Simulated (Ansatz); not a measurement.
# MnPt3: the cost of one run

Method: DFT, PBEsol, all-electron LAPW, scalar-relativistic, in Ansatz 0.2.0.

## Step 1: The starting structure

The structure is cubic, space group Pm-3m (No. 221). The conventional cell has a = 3.900 Å, b = 3.900 Å, c = 3.900 Å, α = 90.00°, β = 90.00°, γ = 90.00°. Mn (site symmetry m-3m) has 12 Pt at 2.76 Å in its first shell of neighbours. Pt (site symmetry 4/mmm) has 4 Mn at 2.76 Å and 8 Pt at 2.76 Å in its first shell of neighbours.

Coordinates:

```xyz
4
Lattice="3.9000 0.0000 0.0000 0.0000 3.9000 0.0000 0.0000 0.0000 3.9000" Properties=species:S:1:pos:R:3 pbc="T T T"
Mn    0.0000    0.0000    0.0000
Pt    0.0000    1.9500    1.9500
Pt    1.9500    0.0000    1.9500
Pt    1.9500    1.9500    0.0000
```

Atoms are numbered in the order of the input: Mn1, Pt2, Pt3, Pt4.

## Step 2: Free moments, LAPW

Contents of input.yaml:

```yaml
crystal:
  lattice:
    - [3.9, 0.0, 0.0]
    - [0.0, 3.9, 0.0]
    - [0.0, 0.0, 3.9]
  atoms:
    - { symbol: Mn, position: [0.0, 0.0, 0.0], spin: 4.0 }
    - { symbol: Pt, position: [0.0, 0.5, 0.5] }
    - { symbol: Pt, position: [0.5, 0.0, 0.5] }
    - { symbol: Pt, position: [0.5, 0.5, 0.0] }
magnetization:
  spin_polarized: true
kpoints:
  mp_grid: { grid: [8, 8, 8] }
scf:
  occupations: { method: fermi_dirac, width: 0.08 }
hamiltonian:
  xc: pbesol
  pseudopotentials: { kind: all_electron, lapw: { basis_error: 0.001 } }
output:
  forces: true
  stress: true
  eigenvalues: false
  populations: true
```

On the command line:

```sh
$ ansatz run input.yaml --threads 2 --pin off --max-ram 6144MiB --backend cpu --events-out ev --progress --plain --runs-dir out
```

**Question.** How long does this run take on 2 threads of Intel Xeon Platinum 8259CL at 2.50GHz (Skylake/Cascade Lake), shared host, and how much memory does it need?

About 85 s, with a peak of 1.1 GiB.
